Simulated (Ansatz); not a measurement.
# RbAl4Cl: the cost of one run

Computed with Ansatz 0.2.0 (DFT PBE, scalar-relativistic, plane waves, PAW, unless a step's input says otherwise).

### 1 Starting point

Symmetry: P-6m2, No. 187, hexagonal system. Conventional cell: a = 5.916 Å, b = 5.916 Å, c = 4.327 Å, α = 90.00°, β = 90.00°, γ = 120.00°. Rb (site symmetry -6m2) has 3 Cl at 3.42 Å and 15 Al at 3.42 to 3.67 Å as nearest neighbours. Around Al (site symmetry -6m2) lie 6 Al at 2.76 Å. Around Al (site symmetry mm2) lie 2 Cl at 2.76 Å and 6 Al at 2.76 to 2.96 Å. Around Cl (site symmetry -6m2) lie 9 Al at 2.76 to 3.42 Å and 3 Rb at 3.42 Å.

Coordinates:

```cif
data_structure
_symmetry_space_group_name_H-M 'P 1'
_symmetry_Int_Tables_number 1
_cell_length_a 5.9163
_cell_length_b 5.9163
_cell_length_c 4.3274
_cell_angle_alpha 90.000
_cell_angle_beta 90.000
_cell_angle_gamma 120.000
_cell_volume 131.18
loop_
_atom_site_label
_atom_site_type_symbol
_atom_site_fract_x
_atom_site_fract_y
_atom_site_fract_z
_atom_site_occupancy
Rb1 Rb 0.33333 0.66667 0.00000 1
Al1 Al 0.00000 0.00000 0.00000 1
Al2 Al 0.33348 0.16674 0.50000 1
Al3 Al 0.83326 0.16674 0.50000 1
Al4 Al 0.83326 0.66652 0.50000 1
Cl1 Cl 0.66667 0.33333 0.00000 1
```

A structure generator made this guess: species swapped into a database cell of GdCo4Si (P-6m2, No. 187), with Rb on the Gd sites, Al on the Co sites and Cl on the Si sites. Its size is a rough estimate.

### 2 Probe: one point on a coarse mesh

File input.yaml:

```yaml
crystal:
  lattice:
    - [5.91629937, 0.0, 0.0]
    - [-2.95814969, 5.12366555, 0.0]
    - [0.0, 0.0, 4.32739839]
  atoms:
    - { symbol: Rb, position: [0.33333333, 0.66666667, 0.0] }
    - { symbol: Al, position: [0.0, 0.0, 0.0] }
    - { symbol: Al, position: [0.33347933, 0.16673967, 0.5] }
    - { symbol: Al, position: [0.83326033, 0.16673967, 0.5] }
    - { symbol: Al, position: [0.83326033, 0.66652067, 0.5] }
    - { symbol: Cl, position: [0.66666667, 0.33333333, 0.0] }
basis:
  ecutwfc: 420
kpoints:
  mp_grid: { grid: [3, 3, 4] }
hamiltonian:
  xc: pbe
scf:
  occupations: { method: gaussian, width: 0.1 }
  lower_state_search: "off"
output:
  forces: true
  stress: true
  eigenvalues: true
```

On the command line:

```bash
$ ansatz run input.yaml --threads 1 --pin off --max-ram 2048MiB --backend cpu --events-out ev --progress --plain --runs-dir out
```

Q: Estimate wall time and peak memory on 1 thread of Arm Neoverse V1, shared host.

About 3 s, with a peak of 0.3 GiB.
